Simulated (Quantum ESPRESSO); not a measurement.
# GeW (Fm-3m) in Quantum ESPRESSO: reference runs

Aim: a first look at GeW with PBE, on the cell as given and on a disturbed one, and energy against volume gives the equilibrium volume and stiffness.

Everything below comes from runs of Quantum ESPRESSO 7.5. Logs are shortened: lines on timing, memory, paths and dates and some standing lists are left out, and cuts for length are marked.

**1. The crystal as given**

Symmetry: Fm-3m, No. 225, cubic system. The conventional cell has a = 5.155 Å, b = 5.155 Å, c = 5.155 Å, α = 90.00°, β = 90.00°, γ = 90.00°. Around Ge (site symmetry m-3m) lie 6 W at 2.58 Å. W (site symmetry m-3m) is surrounded by 6 Ge at 2.58 Å.

The cell was built by a generator and needn't be a form met in nature.

**2. Single point, PBE**

The input, pw.in:

```
&CONTROL
  calculation = 'scf'
  prefix = 'pwscf'
  outdir = './tmp'
  pseudo_dir = './pseudo'
  tprnfor = .true.
  tstress = .true.
  disk_io = 'nowf'
/
&SYSTEM
  ibrav = 0
  nat = 2
  ntyp = 2
  ecutwfc = 55
  ecutrho = 440
  nbnd = 21
  occupations = 'smearing'
  smearing = 'fd'
  degauss = 0.00367493
/
&ELECTRONS
  conv_thr = 4d-10
  electron_maxstep = 120
  mixing_beta = 0.5
/
ATOMIC_SPECIES
Ge    72.6300 ge_pbe_v1.4.uspp.F.UPF
W    183.8400 W_pbe_v1.2.uspp.F.UPF
CELL_PARAMETERS angstrom
   0.0000000000    2.5776100000    2.5776100000
   2.5776100000    0.0000000000    2.5776100000
   2.5776100000    2.5776100000    0.0000000000
ATOMIC_POSITIONS crystal
Ge     0.5000000000    0.5000000000    0.5000000000
W      0.0000000000    0.0000000000    0.0000000000
K_POINTS automatic
9 9 9 0 0 0
```

Potentials or basis: SSSP 1.3 efficiency PBE.

Launch:

```bash
$ OMP_NUM_THREADS=1 pw.x -in pw.in > pw.out
```

pw.out:

```text
This program is part of the open-source Quantum ESPRESSO suite
     for quantum simulation of materials; please cite
[... 9 lines left out ...]
     --------------------
     sticks:   dense  smooth     PW     G-vecs:    dense   smooth      PW
     Sum        1417     721    223                35845    12675    2133

     Using Slab Decomposition

     bravais-lattice index     =            0
     lattice parameter (alat)  =       6.8886  a.u.
     unit-cell volume          =     231.1417 (a.u.)^3
     number of atoms/cell      =            2
     number of atomic types    =            2
     number of electrons       =        28.00
     number of Kohn-Sham states=           21
     kinetic-energy cutoff     =      55.0000  Ry
     charge density cutoff     =     440.0000  Ry
     scf convergence threshold =      4.0E-10
     mixing beta               =       0.5000
     number of iterations used =            8  plain     mixing
     Exchange-correlation= SLA  PW   PBE  PBE
                           (   1   4   3   4   0   0   0)

     celldm(1)=   6.888602  celldm(2)=   0.000000  celldm(3)=   0.000000
     celldm(4)=   0.000000  celldm(5)=   0.000000  celldm(6)=   0.000000

     crystal axes: (cart. coord. in units of alat)
               a(1) = (   0.000000   0.707107   0.707107 )
               a(2) = (   0.707107   0.000000   0.707107 )
               a(3) = (   0.707107   0.707107   0.000000 )

     reciprocal axes: (cart. coord. in units 2 pi/alat)
               b(1) = ( -0.707107  0.707107  0.707107 )
               b(2) = (  0.707107 -0.707107  0.707107 )
               b(3) = (  0.707107  0.707107 -0.707107 )

     PseudoPot. # 1 for Ge read from file:
     ge_pbe_v1.4.uspp.F.UPF
     Pseudo is Ultrasoft + core correction, Zval = 14.0
     Generated by new atomic code, or converted to UPF format
     Using radial grid of  873 points,  6 beta functions with:
                l(1) =   0
                l(2) =   0
                l(3) =   1
                l(4) =   1
                l(5) =   2
                l(6) =   2
     Q(r) pseudized with  8 coefficients,  rinner =    1.400   1.400   1.400
                                                       1.400   1.400

     PseudoPot. # 2 for W  read from file:
     W_pbe_v1.2.uspp.F.UPF
     Pseudo is Ultrasoft + core correction, Zval = 14.0
     Generated by new atomic code, or converted to UPF format
     Using radial grid of  923 points,  8 beta functions with:
                l(1) =   0
                l(2) =   0
                l(3) =   0
                l(4) =   1
                l(5) =   1
                l(6) =   2
                l(7) =   2
                l(8) =   3
     Q(r) pseudized with  6 coefficients,  rinner =    1.350   1.350   1.350
                                                       1.350   1.350   1.350
                                                       1.350

     atomic species   valence    mass     pseudopotential
     Ge               14.00    72.63000     Ge( 1.00)
     W                14.00   183.84000     W ( 1.00)

     48 Sym. Ops., with inversion, found

   Cartesian axes

     site n.     atom                  positions (alat units)
         1        Ge     tau(   1) = (   0.7071068   0.7071068   0.7071068  )
         2        W      tau(   2) = (   0.0000000   0.0000000   0.0000000  )

     number of k points=    35  Fermi-Dirac smearing, width (Ry)=  0.0037
                       cart. coord. in units 2pi/alat
        k(    1) = (   0.0000000   0.0000000   0.0000000), wk =   0.0027435
        k(    2) = (   0.0785674   0.0785674  -0.0785674), wk =   0.0219479
        k(    3) = (   0.1571348   0.1571348  -0.1571348), wk =   0.0219479
        k(    4) = (   0.2357023   0.2357023  -0.2357023), wk =   0.0219479
        k(    5) = (   0.3142697   0.3142697  -0.3142697), wk =   0.0219479
        k(    6) = (   0.1571348   0.0000000  -0.0000000), wk =   0.0164609
[... 27 lines left out ...]
        k(   34) = (  -0.0000000  -0.4714045   0.6285394), wk =   0.0658436
        k(   35) = (  -0.0785674  -0.3928371   0.7071068), wk =   0.0658436

     Dense  grid:    35845 G-vectors     FFT dimensions: (  45,  45,  45)

     Smooth grid:    12675 G-vectors     FFT dimensions: (  36,  36,  36)

     Initial potential from superposition of free atoms

     starting charge      27.8988, renormalised to      28.0000

     negative rho (up, down):  6.333E-02 0.000E+00
     Starting wfcs are   22 randomized atomic wfcs

     Self-consistent Calculation

     iteration #  1     ecut=    55.00 Ry     beta= 0.50
     Davidson diagonalization with overlap
     ethr =  1.00E-02,  avg # of iterations =  4.5

     Threshold (ethr) on eigenvalues was too large:
     Diagonalizing with lowered threshold

     Davidson diagonalization with overlap
     ethr =  1.86E-04,  avg # of iterations =  2.3

     negative rho (up, down):  6.539E-02 0.000E+00

     total energy              =    -372.65270778 Ry
     estimated scf accuracy    <       0.05321571 Ry

     iteration #  2     ecut=    55.00 Ry     beta= 0.50
     Davidson diagonalization with overlap
     ethr =  1.90E-04,  avg # of iterations =  2.3

     negative rho (up, down):  6.682E-02 0.000E+00

     total energy              =    -372.66258633 Ry
     estimated scf accuracy    <       0.00892317 Ry

     iteration #  3     ecut=    55.00 Ry     beta= 0.50
     Davidson diagonalization with overlap
     ethr =  3.19E-05,  avg # of iterations =  2.0

     negative rho (up, down):  6.767E-02 0.000E+00

     total energy              =    -372.66482447 Ry
     estimated scf accuracy    <       0.00147235 Ry

     iteration #  4     ecut=    55.00 Ry     beta= 0.50
     Davidson diagonalization with overlap
     ethr =  5.26E-06,  avg # of iterations =  2.3

     negative rho (up, down):  6.824E-02 0.000E+00

     total energy              =    -372.66499088 Ry
     estimated scf accuracy    <       0.00012368 Ry

     iteration #  5     ecut=    55.00 Ry     beta= 0.50
     Davidson diagonalization with overlap
     ethr =  4.42E-07,  avg # of iterations =  2.1

     negative rho (up, down):  6.814E-02 0.000E+00

     total energy              =    -372.66499558 Ry
     estimated scf accuracy    <       0.00000052 Ry

     iteration #  6     ecut=    55.00 Ry     beta= 0.50
     Davidson diagonalization with overlap
     ethr =  1.85E-09,  avg # of iterations =  4.9

     negative rho (up, down):  6.801E-02 0.000E+00

     total energy              =    -372.66499620 Ry
     estimated scf accuracy    <       0.00000011 Ry

     iteration #  7     ecut=    55.00 Ry     beta= 0.50
     Davidson diagonalization with overlap
     ethr =  4.06E-10,  avg # of iterations =  2.9

     negative rho (up, down):  6.804E-02 0.000E+00

     total energy              =    -372.66499621 Ry
     estimated scf accuracy    <       0.00000001 Ry

     iteration #  8     ecut=    55.00 Ry     beta= 0.50
     Davidson diagonalization with overlap
     ethr =  4.67E-11,  avg # of iterations =  2.5

     negative rho (up, down):  6.803E-02 0.000E+00

     total energy              =    -372.66499621 Ry
     estimated scf accuracy    <          1.1E-09 Ry

     iteration #  9     ecut=    55.00 Ry     beta= 0.50
     Davidson diagonalization with overlap
     ethr =  3.80E-12,  avg # of iterations =  1.8

     negative rho (up, down):  6.803E-02 0.000E+00

     End of self-consistent calculation

          k = 0.0000 0.0000 0.0000 (  1639 PWs)   bands (ev):

   -57.9513 -22.1316 -22.1316 -22.1316  -7.8745  -7.8745  -7.8181  -7.8181
    -7.8181   4.2307  14.9568  14.9568  14.9568  15.6938  15.6938  18.9954
    18.9954  18.9954  24.1089  24.7846  31.6603

          k = 0.0786 0.0786-0.0786 (  1573 PWs)   bands (ev):

   -57.9509 -22.1436 -22.1337 -22.1337  -7.8701  -7.8701  -7.8169  -7.8162
    -7.8162   4.4722  14.5031  14.8409  14.8409  15.3972  15.3972  18.4192
    19.8571  19.8571  25.0674  25.2252  29.3908

          k = 0.1571 0.1571-0.1571 (  1585 PWs)   bands (ev):

   -57.9500 -22.1738 -22.1390 -22.1390  -7.8590  -7.8590  -7.8141  -7.8113
    -7.8113   5.1744  13.2318  14.0050  14.0050  15.7679  15.7679  17.7513
    21.5802  21.5802  24.6445  27.0673  28.1472

          k = 0.2357 0.2357-0.2357 (  1609 PWs)   bands (ev):

   -57.9489 -22.2080 -22.1450 -22.1450  -7.8465  -7.8465  -7.8108  -7.8057
    -7.8057   6.2646  11.5425  13.2713  13.2713  16.4323  16.4323  17.5930
    22.7426  23.3368  23.3368  26.3236  26.3236

          k = 0.3143 0.3143-0.3143 (  1580 PWs)   bands (ev):

   -57.9482 -22.2301 -22.1490 -22.1490  -7.8385  -7.8385  -7.8086  -7.8018
    -7.8018   7.5312   9.9328  12.8799  12.8799  16.9849  16.9849  17.7550
    21.3717  24.1261  24.1261  25.6634  25.6634

          k = 0.1571 0.0000-0.0000 (  1575 PWs)   bands (ev):

   -57.9508 -22.1442 -22.1360 -22.1360  -7.8731  -7.8653  -7.8193  -7.8143
    -7.8143   4.5476  14.4179  14.6905  14.8982  14.8982  15.7951  19.2871
    19.2871  19.6175  25.3382  25.6649  29.2465

          k = 0.2357 0.0786-0.0786 (  1583 PWs)   bands (ev):

   -57.9501 -22.1663 -22.1414 -22.1404  -7.8677  -7.8560  -7.8187  -7.8101
    -7.8097   5.0790  13.3131  14.0353  14.5252  15.2236  15.9895  18.4795
    20.1092  21.2968  25.5751  26.7191  27.5302

          k = 0.3143 0.1571-0.1571 (  1593 PWs)   bands (ev):

   -57.9490 -22.1972 -22.1475 -22.1470  -7.8565  -7.8464  -7.8151  -7.8057
    -7.8043   6.0049  11.9875  13.2800  13.7733  15.8031  16.5693  17.9162
    21.3334  22.7924  24.3074  25.8735  27.3217

          k = 0.3928 0.2357-0.2357 (  1597 PWs)   bands (ev):

   -57.9482 -22.2217 -22.1536 -22.1513  -7.8447  -7.8413  -7.8103  -7.8030
    -7.8008   7.1654  10.5371  12.8530  13.1906  16.4877  17.0716  17.7397
    21.8782  22.3314  24.1966  25.7906  26.8581

          k =-0.2357-0.3928 0.3928 (  1579 PWs)   bands (ev):

   -57.9480 -22.2285 -22.1569 -22.1511  -7.8429  -7.8377  -7.8078  -7.8022
    -7.8008   7.7732   9.8410  12.8040  12.9425  17.0023  17.0378  17.6487
    21.5657  22.8274  23.4268  26.5689  26.6867

          k =-0.1571-0.3143 0.3143 (  1590 PWs)   bands (ev):

   -57.9484 -22.2148 -22.1553 -22.1470  -7.8504  -7.8388  -7.8096  -7.8045
    -7.8030   6.8004  10.9824  13.0684  13.0839  16.4075  16.9592  17.7592
    21.6443  22.5155  24.9985  25.7013  26.3506

          k =-0.0786-0.2357 0.2357 (  1583 PWs)   bands (ev):

   -57.9494 -22.1870 -22.1491 -22.1409  -7.8603  -7.8475  -7.8134  -7.8099
    -7.8062   5.6766  12.5439  13.5536  13.5882  15.7218  16.4522  18.1044
    20.5429  23.5551  24.1423  26.2180  27.3767
[... 69 lines left out ...]
   -57.9472 -22.2192 -22.1675 -22.1675  -7.8679  -7.8632  -7.8286  -7.7925
    -7.7925   6.8171  12.1706  13.2361  15.9661  15.9661  16.6347  17.9834
    17.9834  18.5033  22.0840  28.3833  31.3903

          k =-0.0000-0.6285 0.6285 (  1596 PWs)   bands (ev):

   -57.9471 -22.2182 -22.1739 -22.1674  -7.8686  -7.8595  -7.8263  -7.7930
    -7.7925   6.9793  12.3317  12.9807  15.1243  15.6508  17.6536  17.8768
    17.9301  18.5494  22.6248  28.1147  30.3952

          k = 0.3143 0.1571-0.0000 (  1587 PWs)   bands (ev):

   -57.9493 -22.1843 -22.1521 -22.1443  -7.8641  -7.8483  -7.8184  -7.8061
    -7.8047   5.6997  12.4308  13.5922  14.0207  15.4612  16.5062  18.7462
    19.6475  22.5740  24.8660  26.1049  26.9642

          k = 0.3928 0.2357-0.0786 (  1598 PWs)   bands (ev):

   -57.9484 -22.2052 -22.1623 -22.1502  -7.8574  -7.8421  -7.8145  -7.8026
    -7.8014   6.6172  11.4315  13.0239  13.4888  16.0090  17.1016  18.0782
    20.1947  22.5492  24.9838  25.6219  26.6756

          k =-0.2357-0.3928 0.5500 (  1588 PWs)   bands (ev):

   -57.9478 -22.2192 -22.1677 -22.1549  -7.8513  -7.8399  -7.8092  -7.8035
    -7.7987   7.5220  10.4799  12.7399  13.1946  16.6369  17.1716  17.5950
    21.0189  21.8018  23.7682  26.8991  27.5166

          k = 0.4714 0.1571-0.0000 (  1600 PWs)   bands (ev):

   -57.9480 -22.2050 -22.1652 -22.1581  -7.8615  -7.8509  -7.8215  -7.7988
    -7.7974   6.6318  11.6351  13.1817  14.1278  15.7937  17.1108  18.3575
    19.0648  21.6958  22.9882  27.0337  27.6024

          k =-0.1571-0.4714 0.6285 (  1588 PWs)   bands (ev):

   -57.9475 -22.2103 -22.1770 -22.1626  -7.8606  -7.8471  -7.8166  -7.8002
    -7.7950   7.2450  11.4158  12.7396  13.6067  16.2980  17.4081  17.6590
    19.3259  20.7407  24.2640  26.9244  27.8099

          k =-0.0786-0.3928 0.5500 (  1589 PWs)   bands (ev):

   -57.9474 -22.2077 -22.1863 -22.1618  -7.8606  -7.8419  -7.8096  -7.8048
    -7.7952   7.5670  11.1258  12.5430  13.3404  16.5330  17.1018  17.8603
    19.5334  20.7942  24.6669  27.3675  28.0810

          k = 0.0000-0.3143 0.4714 (  1596 PWs)   bands (ev):

   -57.9477 -22.2069 -22.1798 -22.1564  -7.8596  -7.8397  -7.8105  -7.8039
    -7.7979   7.2864  11.0841  12.6992  13.2744  16.4957  17.1758  18.2550
    19.0898  21.9410  24.7627  26.6746  27.1258

          k =-0.0786-0.5500 0.7071 (  1590 PWs)   bands (ev):

   -57.9472 -22.2143 -22.1737 -22.1689  -7.8668  -7.8555  -7.8235  -7.7958
    -7.7925   7.0494  12.1168  12.9600  14.1395  16.4240  17.4908  17.6535
    18.0151  19.5648  23.1485  27.8186  29.1671

          k =-0.0000-0.4714 0.6285 (  1601 PWs)   bands (ev):

   -57.9471 -22.2068 -22.1868 -22.1681  -7.8668  -7.8481  -7.8174  -7.7997
    -7.7927   7.3414  12.2538  12.3680  13.5020  16.3282  17.4759  18.1053
    18.2674  19.6807  24.5348  27.5178  28.4154

          k =-0.0786-0.3928 0.7071 (  1603 PWs)   bands (ev):

   -57.9472 -22.2018 -22.1893 -22.1701  -7.8666  -7.8438  -7.8117  -7.8052
    -7.7926   7.4570  11.9008  12.5645  13.0345  17.1023  17.1271  18.0679
    18.1110  19.9865  26.1063  27.3776  27.4384

     the Fermi energy is    16.5656 ev

!    total energy              =    -372.66499621 Ry
     estimated scf accuracy    <          2.2E-11 Ry
     smearing contrib. (-TS)   =      -0.00175661 Ry
     internal energy E=F+TS    =    -372.66323960 Ry

     The total energy is F=E-TS. E is the sum of the following terms:
     one-electron contribution =    -134.51343776 Ry
     hartree contribution      =      89.77142738 Ry
     xc contribution           =     -99.58497922 Ry
     ewald contribution        =    -228.33624999 Ry

     convergence has been achieved in   9 iterations

     negative rho (up, down):  6.803E-02 0.000E+00

     Forces acting on atoms (cartesian axes, Ry/au):

     atom    1 type  1   force =     0.00000000    0.00000000    0.00000000
     atom    2 type  2   force =     0.00000000    0.00000000    0.00000000

     Total force =     0.000000     Total SCF correction =     0.000000

     Computing stress (Cartesian axis) and pressure

     negative rho (up, down):  6.803E-02 0.000E+00
          total   stress  (Ry/bohr**3)                   (kbar)     P=        1.95
   0.00001323  -0.00000000  -0.00000000            1.95       -0.00       -0.00
  -0.00000000   0.00001323  -0.00000000           -0.00        1.95       -0.00
  -0.00000000  -0.00000000   0.00001323           -0.00       -0.00        1.95

=------------------------------------------------------------------------------=
   JOB DONE.
=------------------------------------------------------------------------------=
```

It took 47 s on 1 thread of Intel Xeon Platinum 8175M at 2.50GHz (Skylake/Cascade Lake), shared host; peak memory 0.3 GiB.

Results:

| Quantity | Value |
| --- | --- |
| Free energy | -5070.3656 eV |
| Pressure | 0.2 GPa |
| Band gap on the k mesh | none (metal or under the smearing width) |

The run has no spin-orbit coupling, so splittings on W are missing.

**3. Single point, PBE (atoms moved at random, drawn with an rms of 0.05 Å)**

Edit pw.in of step 2 so:

```diff
@@ -33,4 +33,4 @@
 ATOMIC_POSITIONS crystal
-Ge     0.5000000000    0.5000000000    0.5000000000
-W      0.0000000000    0.0000000000    0.0000000000
+Ge     0.5060030000    0.4819250000    0.5102550000
+W      0.0156990000   -0.0012210000   -0.0085860000
 K_POINTS automatic
```

Potentials or basis: SSSP 1.3 efficiency PBE.

Launch:

```bash
$ OMP_NUM_THREADS=1 pw.x -in pw.in > pw.out
```

pw.out:

```text
This program is part of the open-source Quantum ESPRESSO suite
     for quantum simulation of materials; please cite
[... 6 lines left out ...]
     --------------------
     sticks:   dense  smooth     PW     G-vecs:    dense   smooth      PW
     Sum        1417     721    223                35845    12675    2133

     Using Slab Decomposition

     bravais-lattice index     =            0
     lattice parameter (alat)  =       6.8886  a.u.
     unit-cell volume          =     231.1417 (a.u.)^3
     number of atoms/cell      =            2
     number of atomic types    =            2
     number of electrons       =        28.00
     number of Kohn-Sham states=           21
     kinetic-energy cutoff     =      55.0000  Ry
     charge density cutoff     =     440.0000  Ry
     scf convergence threshold =      4.0E-10
     mixing beta               =       0.5000
     number of iterations used =            8  plain     mixing
[... 154 lines left out ...]
     iteration #  9     ecut=    55.00 Ry     beta= 0.50
     Davidson diagonalization with overlap
     ethr =  2.48E-12,  avg # of iterations =  2.6

     negative rho (up, down):  6.805E-02 0.000E+00

     End of self-consistent calculation

     Number of k-points >= 100: set verbosity='high' to print the bands.

     the Fermi energy is    16.5615 ev

!    total energy              =    -372.66322324 Ry
     estimated scf accuracy    <          5.8E-11 Ry
     smearing contrib. (-TS)   =      -0.00173856 Ry
     internal energy E=F+TS    =    -372.66148467 Ry

     The total energy is F=E-TS. E is the sum of the following terms:
     one-electron contribution =    -134.64110507 Ry
     hartree contribution      =      89.83664709 Ry
     xc contribution           =     -99.58764855 Ry
     ewald contribution        =    -228.26937814 Ry

     convergence has been achieved in   9 iterations

     negative rho (up, down):  6.805E-02 0.000E+00

     Forces acting on atoms (cartesian axes, Ry/au):

     atom    1 type  1   force =    -0.00178572   -0.00824986    0.02467251
     atom    2 type  2   force =     0.00178572    0.00824986   -0.02467251

     Total force =     0.036878     Total SCF correction =     0.000001

     Computing stress (Cartesian axis) and pressure

     negative rho (up, down):  6.805E-02 0.000E+00
          total   stress  (Ry/bohr**3)                   (kbar)     P=        6.38
   0.00000616  -0.00000086   0.00000255            0.91       -0.13        0.37
  -0.00000086   0.00001759   0.00001176           -0.13        2.59        1.73
   0.00000255   0.00001176   0.00010632            0.37        1.73       15.64

=------------------------------------------------------------------------------=
   JOB DONE.
=------------------------------------------------------------------------------=
```

It took 5 min on 1 thread of Intel Xeon Platinum 8175M at 2.50GHz (Skylake/Cascade Lake), shared host; peak memory 0.47 GiB.

Results:

* Free energy: -5070.3415 eV
* Pressure: 0.6 GPa
* Largest force: 0.670 eV/Å
* Band gap on the k mesh: none (metal or under the smearing width)

Forces on the atoms (eV/Å):
```
Ge  -0.046 -0.212  0.634
W    0.046  0.212 -0.634
```

Levels at points of the mesh, in eV from the Fermi level:
```csv
k point,band 12,band 13,band 14,band 15,band 16,band 17
"(0.00, 0.00, 0.00)",-1.63,-1.60,-0.91,-0.87,2.47,2.47
```

Spin-orbit coupling is left out, which matters for the levels of W.

**4. Single point, PBE, 16.10 Å³/atom**

Edit pw.in of step 3 so:

```diff
@@ -29,8 +29,8 @@
 CELL_PARAMETERS angstrom
-   0.0000000000    2.5776100000    2.5776100000
-   2.5776100000    0.0000000000    2.5776100000
-   2.5776100000    2.5776100000    0.0000000000
+   0.0000000000    2.5249909497    2.5249909497
+   2.5249909497    0.0000000000    2.5249909497
+   2.5249909497    2.5249909497    0.0000000000
 ATOMIC_POSITIONS crystal
-Ge     0.5060030000    0.4819250000    0.5102550000
-W      0.0156990000   -0.0012210000   -0.0085860000
+Ge     0.5000000000    0.5000000000    0.5000000000
+W      0.0000000000    0.0000000000    0.0000000000
 K_POINTS automatic
```

Launch:

```bash
$ OMP_NUM_THREADS=1 pw.x -in pw.in > pw.out
```

Run time: 39 s. Hardware: 1 thread of Intel Xeon Platinum 8175M at 2.50GHz (Skylake/Cascade Lake), shared host; peak memory 0.28 GiB.

It converged, with:

| Quantity | Value |
| --- | --- |
| Free energy | -5070.2880 eV |
| Pressure | 12.5 GPa |
| Band gap on the k mesh | none (metal or under the smearing width) |

(Continued in part 2 of 2.)
